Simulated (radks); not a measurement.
# Pm²⁺ in [Xe] 4f3 6s2: an all-electron calculation

Wanted: eigenvalues, radial structure and energy terms of the promethium ion Pm2+.

Method: scalar-relativistic Kohn-Sham, SOGGA, spin-unpolarised, spherical densities, point nucleus. Code: radks (a radial shooting solver on a logarithmic mesh, Libxc functionals) version 1.

## 1. The system

```
element       : promethium (Z = 61)
charge        : +2
electrons     : 59
configuration : [Xe] 4f3 6s2
```

Outer shells as boxes (Hund's rule):

Pm²⁺
```
[Xe] core
4f [↑ ][↑ ][↑ ][  ][  ][  ][  ]
6s [↑↓]
```

## 2. The run

The run's settings:

```text
Z 61
configuration [Xe] 4f3 6s2
relativity scalar-relativistic
functional sogga,pbe
spin unpolarised
nucleus point
c 137.035999084
```

Launch:

```sh
python run_ks.py task.json out
```

The same process makes all the runs of this session.

**Question.** What will this run give?

The runs gave:

| quantity | value |
| --- | --- |
| total energy | -10015.2977 hartree |
| exchange-correlation share of it | 2.23 % |
| −T/E | 1.0667 |
| highest occupied level | 6s, -17.391 eV |
| most extended occupied level | 6s, <r> = 3.27 bohr |
| radius at density 0.001 e/bohr³ | 4.64 bohr |
| maxima of the radial density | 4 |

What this shows: 6 principal shells are occupied and 4 maxima appear in the radial density; where shells overlap, one shows as a shoulder or not at all. Relativity lifts −T/E to 1.067. This is not the tabulated ground configuration, so its levels and sizes aren't those of the ground state, and no measured value stands beside it.
